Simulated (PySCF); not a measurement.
# Sb²⁺, Sb³⁺: ionisation energy in aug-cc-pVDZ-PP with ECP28

Each state of antimony is computed at each level; their differences give the ionisation energy. How far do the methods differ?

Program: PySCF 2.14.0. Level of theory: unrestricted determinants in a Gaussian basis, no spin-orbit coupling in the energies. These are calculated values, not measurements, unless marked.

## (1) The system

```
Element                                   : antimony (Z = 51)
Basis                                     : aug-cc-pVDZ-PP with ECP28MDF (5s4p3d, 32 functions)
Hamiltonian                               : scalar relativity through the core potential
State 1                                   : Sb²⁺: [Kr] 4d10 5s2 5p1, 2P determinant
State 2                                   : Sb³⁺: [Kr] 4d10 5s2, closed-shell 1S
Methods                                   : UHF, TPSS, BP86, MP2, CCSD(T)
Core shells frozen in the correlated runs : valence: 4s2 4p6 4d10 (for Sb²⁺)
```

The outer shells:

Sb2+ [Kr] 4d10 5s2 5p1
```
[Kr] core
4d [↑↓][↑↓][↑↓][↑↓][↑↓]
5s [↑↓]
5p [↑ ][  ][  ]
```

Sb3+ [Kr] 4d10 5s2
```
[Kr] core
4d [↑↓][↑↓][↑↓][↑↓][↑↓]
5s [↑↓]
```

The runs were made by one driver on top of PySCF. The scripts below sum up each run's settings (the driver also hands on starting orbitals that pick excited configurations, and frozen orbitals as a list rather than a count), and the logs come from the driver's own runs. The driver starts from symmetry-adapted Hartree-Fock orbitals, holds the occupation by maximum overlap and uses a logarithmic radial grid for functionals, so a plain start would take other cycles.

It was started by

```console
$ OMP_NUM_THREADS=1 python atomrun2.py TASK.json OUT
```

The integrals over 32 functions and the set-up took 0.07 s of CPU time.

## (2) Sb²⁺: the ladder of methods

#### UHF

The input, input.py:

```python
from pyscf import gto, scf, dft, mp, cc
import basis_set_exchange as bse
txt = bse.get_basis("aug-cc-pVDZ-PP", elements=["Sb"], fmt="nwchem", header=False)
cut = txt.index("\nECP")
mol = gto.M(atom="Sb 0 0 0", charge=2, spin=1, symmetry="D2h",
            basis=gto.basis.parse(txt[:cut]),
            ecp={"Sb": gto.basis.parse_ecp(txt[cut:])})
mf = scf.UHF(mol)
mf.irrep_nelec = {'Ag': (4, 4), 'B1g': (1, 1), 'B2g': (1, 1), 'B3g': (1, 1), 'B1u': (1, 1), 'B2u': (2, 1), 'B3u': (1, 1)}
mf.kernel()
```

The program printed:

```text
damping factor = 0
level_shift factor = 0
DIIS = <class 'pyscf.scf.diis.CDIIS'>
diis_start_cycle = 1
diis_space = 10
diis_damp = 0
SCF conv_tol = 1e-09
SCF conv_tol_grad = None
number electrons alpha = 11  beta = 10
cycle= 1 E= -238.369037689535  delta_E= -0.00292  |g|= 0.0171  |ddm|= 0.0868
cycle= 2 E= -238.36936425518  delta_E= -0.000327  |g|= 0.00579  |ddm|= 0.0294
cycle= 3 E= -238.369407104639  delta_E= -4.28e-05  |g|= 0.000179  |ddm|= 0.0168
cycle= 4 E= -238.369407149255  delta_E= -4.46e-08  |g|= 2.49e-05  |ddm|= 0.00192
cycle= 5 E= -238.36940715015  delta_E= -8.95e-10  |g|= 3.61e-06  |ddm|= 0.000298
converged SCF energy = -238.36940715015  <S^2> = 0.75847346  2S+1 = 2.0084556
```

It took 0.07 s on 1 thread of Neoverse-V2, shared host, the integrals not counted.

Orbital energies by shell (radii are means over both spins):

| shell | electrons | mean orbital energy (eV) | spread (eV) | rms radius (bohr) |
| --- | --- | --- | --- | --- |
| 4s α | 1 | -196.17 | 0 | 0.849 |
| 4s β | 1 | -195.98 | 0 | 0.849 |
| 4p α | 3 | -143.53 | 0.175 | 0.917 |
| 4p β | 3 | -143.35 | 0.675 | 0.917 |
| 4d α | 5 | -62.614 | 0.449 | 1.10 |
| 4d β | 5 | -62.444 | 0.749 | 1.10 |
| 5s α | 1 | -34.068 | 0 | 2.27 |
| 5s β | 1 | -31.710 | 0 | 2.27 |
| 5p α | 1 | -24.382 | 0 | 2.70 |

⟨S²⟩ = 0.758, ⟨L²⟩ = 2.03.

Energies and moments cover only the electrons outside the core potential.

#### TPSS

Changes to input.py:

```diff
@@ -7,3 +7,3 @@
             ecp={"Sb": gto.basis.parse_ecp(txt[cut:])})
-mf = scf.UHF(mol)
+mf = dft.UKS(mol, xc="TPSS")
 mf.irrep_nelec = {'Ag': (4, 4), 'B1g': (1, 1), 'B2g': (1, 1), 'B3g': (1, 1), 'B1u': (1, 1), 'B2u': (2, 1), 'B3u': (1, 1)}
```

The program printed:

```text
damping factor = 0
level_shift factor = 0
DIIS = <class 'pyscf.scf.diis.CDIIS'>
diis_start_cycle = 1
diis_space = 10
diis_damp = 0
SCF conv_tol = 1e-09
SCF conv_tol_grad = None
number electrons alpha = 11  beta = 10
XC functionals = TPSS
    J. Tao, J. P. Perdew, V. N. Staroverov, and G. E. Scuseria.,  Phys. Rev. Lett. 91, 146401 (2003)
    J. P. Perdew, J. Tao, V. N. Staroverov, and G. E. Scuseria.,  J. Chem. Phys. 120, 6898 (2004)
    J. Tao, J. P. Perdew, V. N. Staroverov, and G. E. Scuseria.,  Phys. Rev. Lett. 91, 146401 (2003)
    J. P. Perdew, J. Tao, V. N. Staroverov, and G. E. Scuseria.,  J. Chem. Phys. 120, 6898 (2004)
cycle= 1 E= -239.176689424999  delta_E= -0.00647  |g|= 0.0194  |ddm|= 0.498
cycle= 2 E= -239.176781583274  delta_E= -9.22e-05  |g|= 0.00812  |ddm|= 0.0545
cycle= 3 E= -239.176804388435  delta_E= -2.28e-05  |g|= 0.000288  |ddm|= 0.0214
cycle= 4 E= -239.176804426012  delta_E= -3.76e-08  |g|= 1.36e-05  |ddm|= 0.00123
cycle= 5 E= -239.176804426116  delta_E= -1.04e-10  |g|= 6.57e-08  |ddm|= 5.1e-05
converged SCF energy = -239.176804426116  <S^2> = 0.7517158  2S+1 = 2.0017151
```

Time after the integrals: 0.45 s (1 thread of Neoverse-V2, shared host).

#### BP86

Changes to input.py:

```diff
@@ -7,3 +7,3 @@
             ecp={"Sb": gto.basis.parse_ecp(txt[cut:])})
-mf = dft.UKS(mol, xc="TPSS")
+mf = dft.UKS(mol, xc="B88,P86")
 mf.irrep_nelec = {'Ag': (4, 4), 'B1g': (1, 1), 'B2g': (1, 1), 'B3g': (1, 1), 'B1u': (1, 1), 'B2u': (2, 1), 'B3u': (1, 1)}
```

The program printed:

```text
damping factor = 0
level_shift factor = 0
DIIS = <class 'pyscf.scf.diis.CDIIS'>
diis_start_cycle = 1
diis_space = 10
diis_damp = 0
SCF conv_tol = 1e-09
SCF conv_tol_grad = None
number electrons alpha = 11  beta = 10
XC functionals = B88,P86
    A. D. Becke.,  Phys. Rev. A 38, 3098 (1988)
    J. P. Perdew.,  Phys. Rev. B 33, 8822 (1986)
cycle= 1 E= -239.386700459421  delta_E= -0.00737  |g|= 0.0178  |ddm|= 0.558
cycle= 2 E= -239.38677786249  delta_E= -7.74e-05  |g|= 0.00744  |ddm|= 0.0445
cycle= 3 E= -239.386796811643  delta_E= -1.89e-05  |g|= 0.000287  |ddm|= 0.0183
cycle= 4 E= -239.38679684974  delta_E= -3.81e-08  |g|= 1.32e-05  |ddm|= 0.00132
cycle= 5 E= -239.386796849836  delta_E= -9.57e-11  |g|= 2.97e-07  |ddm|= 4.28e-05
converged SCF energy = -239.386796849836  <S^2> = 0.75123913  2S+1 = 2.0012387
```

Time after the integrals: 0.2 s (1 thread of Neoverse-V2, shared host).

#### MP2 (valence)

Changes to input.py:

```diff
@@ -7,4 +7,5 @@
             ecp={"Sb": gto.basis.parse_ecp(txt[cut:])})
-mf = dft.UKS(mol, xc="B88,P86")
+mf = scf.UHF(mol)
 mf.irrep_nelec = {'Ag': (4, 4), 'B1g': (1, 1), 'B2g': (1, 1), 'B3g': (1, 1), 'B1u': (1, 1), 'B2u': (2, 1), 'B3u': (1, 1)}
 mf.kernel()
+mp.UMP2(mf, frozen=9).kernel()
```

The driver printed no log here.

It took 0.01 s on 1 thread of Neoverse-V2, shared host, the integrals not counted.

With 3 electrons correlated, the MP2 correlation energy is -0.02804 hartree (-0.00185 same spin, -0.02619 opposite spin); the SCS form gives -0.03204. Largest pairs of shells: 5s-5s -0.0164, 5s-5p -0.0116, 5p-5p 0.0000.

#### CCSD(T) (valence)

Changes to input.py:

```diff
@@ -10,2 +10,3 @@
 mf.kernel()
-mp.UMP2(mf, frozen=9).kernel()
+mycc = cc.CCSD(mf, frozen=9).run()
+mycc.ccsd_t()
```

The program printed:

```text
CC2 = 0
CCSD nocc = (np.int64(2), np.int64(1)), nmo = (23, 23)
frozen orbitals [[0, 1, 2, 3, 4, 5, 6, 7, 8], [0, 1, 2, 3, 4, 5, 6, 7, 8]]
max_cycle = 100
direct = 0
conv_tol = 1e-08
conv_tol_normt = 1e-06
diis_space = 8
diis_start_cycle = 0
Init t2, MP2 energy = -0.0280410006957411
Init E_corr(UCCSD) = -0.028041000704005
cycle = 1  E_corr(UCCSD) = -0.0366226186357271  dE = -0.00858161793  norm(t1,t2) = 0.0460198
cycle = 2  E_corr(UCCSD) = -0.039454088824808  dE = -0.00283147019  norm(t1,t2) = 0.0178239
cycle = 3  E_corr(UCCSD) = -0.0411681244236959  dE = -0.0017140356  norm(t1,t2) = 0.007477
cycle = 4  E_corr(UCCSD) = -0.0411518807493124  dE = 1.62436744e-05  norm(t1,t2) = 0.000818177
cycle = 5  E_corr(UCCSD) = -0.0411602103112855  dE = -8.32956197e-06  norm(t1,t2) = 7.97327e-05
cycle = 6  E_corr(UCCSD) = -0.0411579817067951  dE = 2.22860449e-06  norm(t1,t2) = 1.22874e-05
cycle = 7  E_corr(UCCSD) = -0.0411589751967206  dE = -9.93489926e-07  norm(t1,t2) = 3.39812e-06
cycle = 8  E_corr(UCCSD) = -0.0411586828760699  dE = 2.92320651e-07  norm(t1,t2) = 1.03926e-06
cycle = 9  E_corr(UCCSD) = -0.0411586969029675  dE = -1.40268975e-08  norm(t1,t2) = 1.7347e-07
cycle = 10  E_corr(UCCSD) = -0.0411587219462052  dE = -2.50432377e-08  norm(t1,t2) = 1.08372e-07
cycle = 11  E_corr(UCCSD) = -0.0411587211832824  dE = 7.62922815e-10  norm(t1,t2) = 8.9078e-09
UCCSD converged
E(UCCSD) = -238.4105658713334  E_corr = -0.04115872118328236
UCCSD(T) correction = -0.000340389055224064
```

It took 0.15 s on 1 thread of Neoverse-V2, shared host, the integrals not counted.

CCSD correlation -0.04116 hartree, triples -0.00034; total -238.410906. T1 = 0.008, largest double amplitude 0.097.

Radial density 4πr²ρ of Sb²⁺ at UHF, the electrons outside the core potential:

| r (bohr) | density | spin density |
| --- | --- | --- |
| 0.00494 | 1.41e-05 | 0.000 |
| 0.00830 | 3.91e-05 | 0.000 |
| 0.0140 | 0.000104 | 0.000 |
| 0.0235 | 0.000249 | 0.000 |
| 0.0395 | 0.000472 | 0.000 |
| 0.0665 | 0.000860 | 0.000 |
| 0.112 | 0.00561 | 0.000 |
| 0.188 | 0.0711 | 0.000 |
| 0.316 | 1.20 | 0.005 |
| 0.532 | 13.8 | 0.067 |
| 0.895 | 22.3 | 0.007 |
| 1.51 | 5.67 | 0.241 |
| 2.53 | 1.44 | 0.490 |
| 4.26 | 0.110 | 0.066 |
| 7.16 | 0.000348 | 0.000 |
| 12.1 | 1.08e-05 | 0.000 |

## (3) Sb³⁺

#### UHF

The input, input.py:

```python
from pyscf import gto, scf, dft, mp, cc
import basis_set_exchange as bse
txt = bse.get_basis("aug-cc-pVDZ-PP", elements=["Sb"], fmt="nwchem", header=False)
cut = txt.index("\nECP")
mol = gto.M(atom="Sb 0 0 0", charge=3, spin=0, symmetry="D2h",
            basis=gto.basis.parse(txt[:cut]),
            ecp={"Sb": gto.basis.parse_ecp(txt[cut:])})
mf = scf.UHF(mol)
mf.irrep_nelec = {'Ag': (4, 4), 'B1g': (1, 1), 'B2g': (1, 1), 'B3g': (1, 1), 'B1u': (1, 1), 'B2u': (1, 1), 'B3u': (1, 1)}
mf.kernel()
```

The program printed:

```text
damping factor = 0
level_shift factor = 0
DIIS = <class 'pyscf.scf.diis.CDIIS'>
diis_start_cycle = 1
diis_space = 10
diis_damp = 0
SCF conv_tol = 1e-09
SCF conv_tol_grad = None
number electrons alpha = 10  beta = 10
cycle= 1 E= -237.483531007624  delta_E= -7.39e-13  |g|= 2.01e-07  |ddm|= 1.11e-06
converged SCF energy = -237.483531007624  <S^2> = -2.1316282e-14  2S+1 = 1
```

Time after the integrals: 0.05 s (1 thread of Neoverse-V2, shared host).

The occupied shells:

| shell | electrons | mean orbital energy (eV) | spread (eV) | rms radius (bohr) |
| --- | --- | --- | --- | --- |
| 4s | 2 | -207.07 | 0 | 0.848 |
| 4p | 6 | -154.39 | 0 | 0.917 |
| 4d | 10 | -73.436 | 0 | 1.09 |
| 5s | 2 | -41.873 | 0 | 2.19 |

⟨S²⟩ = 0.000, ⟨L²⟩ = 0.00.

Energies and moments cover only the electrons outside the core potential.

#### TPSS

Changes to input.py:

```diff
@@ -7,3 +7,3 @@
             ecp={"Sb": gto.basis.parse_ecp(txt[cut:])})
-mf = scf.UHF(mol)
+mf = dft.UKS(mol, xc="TPSS")
 mf.irrep_nelec = {'Ag': (4, 4), 'B1g': (1, 1), 'B2g': (1, 1), 'B3g': (1, 1), 'B1u': (1, 1), 'B2u': (1, 1), 'B3u': (1, 1)}
```

The program printed:

```text
damping factor = 0
level_shift factor = 0
DIIS = <class 'pyscf.scf.diis.CDIIS'>
diis_start_cycle = 1
diis_space = 10
diis_damp = 0
SCF conv_tol = 1e-09
SCF conv_tol_grad = None
number electrons alpha = 10  beta = 10
XC functionals = TPSS
    J. Tao, J. P. Perdew, V. N. Staroverov, and G. E. Scuseria.,  Phys. Rev. Lett. 91, 146401 (2003)
    J. P. Perdew, J. Tao, V. N. Staroverov, and G. E. Scuseria.,  J. Chem. Phys. 120, 6898 (2004)
    J. Tao, J. P. Perdew, V. N. Staroverov, and G. E. Scuseria.,  Phys. Rev. Lett. 91, 146401 (2003)
    J. P. Perdew, J. Tao, V. N. Staroverov, and G. E. Scuseria.,  J. Chem. Phys. 120, 6898 (2004)
cycle= 1 E= -238.270607632929  delta_E= -0.00521  |g|= 0.0181  |ddm|= 0.497
cycle= 2 E= -238.270688937433  delta_E= -8.13e-05  |g|= 0.00687  |ddm|= 0.0431
cycle= 3 E= -238.270703963193  delta_E= -1.5e-05  |g|= 8.38e-05  |ddm|= 0.0137
cycle= 4 E= -238.270703965662  delta_E= -2.47e-09  |g|= 2.27e-07  |ddm|= 0.000211
cycle= 5 E= -238.270703965662  delta_E= 3.69e-13  |g|= 7.31e-11  |ddm|= 6.26e-07
converged SCF energy = -238.270703965662  <S^2> = -2.3092639e-14  2S+1 = 1
```

It took 0.44 s on 1 thread of Neoverse-V2, shared host, the integrals not counted.

#### BP86

Changes to input.py:

```diff
@@ -7,3 +7,3 @@
             ecp={"Sb": gto.basis.parse_ecp(txt[cut:])})
-mf = dft.UKS(mol, xc="TPSS")
+mf = dft.UKS(mol, xc="B88,P86")
 mf.irrep_nelec = {'Ag': (4, 4), 'B1g': (1, 1), 'B2g': (1, 1), 'B3g': (1, 1), 'B1u': (1, 1), 'B2u': (1, 1), 'B3u': (1, 1)}
```

The program printed:

```text
damping factor = 0
level_shift factor = 0
DIIS = <class 'pyscf.scf.diis.CDIIS'>
diis_start_cycle = 1
diis_space = 10
diis_damp = 0
SCF conv_tol = 1e-09
SCF conv_tol_grad = None
number electrons alpha = 10  beta = 10
XC functionals = B88,P86
    A. D. Becke.,  Phys. Rev. A 38, 3098 (1988)
    J. P. Perdew.,  Phys. Rev. B 33, 8822 (1986)
cycle= 1 E= -238.473548432631  delta_E= -0.00626  |g|= 0.0183  |ddm|= 0.554
cycle= 2 E= -238.473633979117  delta_E= -8.55e-05  |g|= 0.00717  |ddm|= 0.0522
cycle= 3 E= -238.473650244307  delta_E= -1.63e-05  |g|= 4.31e-05  |ddm|= 0.0129
cycle= 4 E= -238.47365024491  delta_E= -6.04e-10  |g|= 3.7e-07  |ddm|= 0.000111
converged SCF energy = -238.47365024491  <S^2> = -2.1316282e-14  2S+1 = 1
```

It took 0.16 s on 1 thread of Neoverse-V2, shared host, the integrals not counted.

#### MP2 (valence)

Changes to input.py:

```diff
@@ -7,4 +7,5 @@
             ecp={"Sb": gto.basis.parse_ecp(txt[cut:])})
-mf = dft.UKS(mol, xc="B88,P86")
+mf = scf.UHF(mol)
 mf.irrep_nelec = {'Ag': (4, 4), 'B1g': (1, 1), 'B2g': (1, 1), 'B3g': (1, 1), 'B1u': (1, 1), 'B2u': (1, 1), 'B3u': (1, 1)}
 mf.kernel()
+mp.UMP2(mf, frozen=9).kernel()
```

This step left no log, only its results.

Time after the integrals: 0.01 s (1 thread of Neoverse-V2, shared host).

With 2 electrons correlated, the MP2 correlation energy is -0.02308 hartree (0.00000 same spin, -0.02308 opposite spin); the SCS form gives -0.02769. Largest pairs of shells: 5s-5s -0.0231.

#### CCSD(T) (valence)

Changes to input.py:

```diff
@@ -10,2 +10,3 @@
 mf.kernel()
-mp.UMP2(mf, frozen=9).kernel()
+mycc = cc.CCSD(mf, frozen=9).run()
+mycc.ccsd_t()
```

The program printed:

```text
CC2 = 0
CCSD nocc = 1, nmo = 23
frozen orbitals [0, 1, 2, 3, 4, 5, 6, 7, 8]
max_cycle = 100
direct = 0
conv_tol = 1e-08
conv_tol_normt = 1e-06
diis_space = 8
diis_start_cycle = 0
Init t2, MP2 energy = -237.506606755863  E_corr(MP2) -0.0230757482381575
Init E_corr(CCSD) = -0.0230757482381662
cycle = 1  E_corr(CCSD) = -0.0299304737269262  dE = -0.00685472549  norm(t1,t2) = 0.0399565
cycle = 2  E_corr(CCSD) = -0.0321961329090436  dE = -0.00226565918  norm(t1,t2) = 0.0150058
cycle = 3  E_corr(CCSD) = -0.0335433770496555  dE = -0.00134724414  norm(t1,t2) = 0.00589884
cycle = 4  E_corr(CCSD) = -0.0335361544237074  dE = 7.22262595e-06  norm(t1,t2) = 0.000169009
cycle = 5  E_corr(CCSD) = -0.0335370251710966  dE = -8.70747389e-07  norm(t1,t2) = 1.14505e-05
cycle = 6  E_corr(CCSD) = -0.033536394068415  dE = 6.31102682e-07  norm(t1,t2) = 2.07628e-06
cycle = 7  E_corr(CCSD) = -0.0335365184522882  dE = -1.24383873e-07  norm(t1,t2) = 4.90579e-07
cycle = 8  E_corr(CCSD) = -0.0335365156129253  dE = 2.83936284e-09  norm(t1,t2) = 2.87535e-08
CCSD converged
E(CCSD) = -237.5170675232374  E_corr = -0.03353651561292534
```

Time after the integrals: 0.04 s (1 thread of Neoverse-V2, shared host).

CCSD correlation -0.03354 hartree, triples 0.00000; total -237.517068. T1 = 0.002, largest double amplitude 0.099. With two correlated electrons the triples vanish and CCSD is exact in this space.

Radial density 4πr²ρ of Sb³⁺ at UHF, the electrons outside the core potential:

| r (bohr) | density |
| --- | --- |
| 0.00494 | 1.44e-05 |
| 0.00830 | 3.98e-05 |
| 0.0140 | 0.000106 |
| 0.0235 | 0.000253 |
| 0.0395 | 0.000479 |
| 0.0665 | 0.000867 |
| 0.112 | 0.00561 |
| 0.188 | 0.0711 |
| 0.316 | 1.19 |
| 0.532 | 13.7 |
| 0.895 | 22.4 |
| 1.51 | 5.49 |
| 2.53 | 0.924 |
| 4.26 | 0.0276 |
| 7.16 | 1.02e-05 |

## (4) How the shells move

Highest occupied Hartree-Fock shell of each state: Sb²⁺ 5p α at -24.382 eV; Sb³⁺ 5s at -41.873 eV.

## (5) The energy differences

Ionisation energy: Sb²⁺ [Kr] 4d10 5s2 5p1 (2P) → Sb³⁺ [Kr] 4d10 5s2 (1S).

| method | value (eV) | less the reference (eV) | CPU time, both states (s) |
| --- | --- | --- | --- |
| UHF | 24.106 | -1.218 | 0.12 |
| TPSS | 24.656 | -0.667 | 0.89 |
| BP86 | 24.848 | -0.476 | 0.36 |
| MP2 (valence) | 24.241 | -1.082 | 0.13 |
| SCS-MP2 (valence) | 24.224 | -1.099 | 0.13 |
| CCSD (valence) | 24.313 | -1.010 |  |
| CCSD(T) (valence) | 24.323 | -1.001 | 0.31 |

Reference: 25.323 eV (measured; NIST Atomic Spectra Database, ionization energies). The reference lies between the lowest fine-structure levels, while these numbers refer to the centres of the terms. Errors of the correlated levels include the incompleteness of this basis.

Times are CPU seconds on a shared host without the integrals; correlated rows include their Hartree-Fock run, whose time holds the symmetry-adapted start and any spin-orbit constants, while functionals begin from orbitals already made.

## (6) Outcome

```
               quantity                                                      value
ionisation energy, Sb²⁺  UHF 24.106, CCSD(T) (valence) 24.323 eV; reference 25.323
```

Each level's miss and price (over 1 difference):

| method | mean absolute miss against CCSD(T) (valence) (eV) | CPU time, both states (s) |
| --- | --- | --- |
| UHF | 0.217 | 0.12 |
| TPSS | 0.334 | 0.89 |
| BP86 | 0.525 | 0.36 |
| MP2 (valence) | 0.082 | 0.13 |
| SCS-MP2 (valence) | 0.098 | 0.13 |
| CCSD (valence) | 0.009 |  |
| CCSD(T) (valence) | 0.000 | 0.31 |

What this shows: The methods span 0.742 eV, from UHF (24.106) to BP86 (24.848). The reference is uncertain or not like for like (spin-orbit coupling or other relativistic terms), so no ranking of close methods is drawn. All values hold for this basis alone; no basis-set limit was taken. The dearest level timed, TPSS, costs 7.4 times the cheapest, UHF, and differs from CCSD(T) (valence) by 0.33 against 0.22 eV; CCSD(T) (valence) in this basis is a yardstick, not the exact answer.
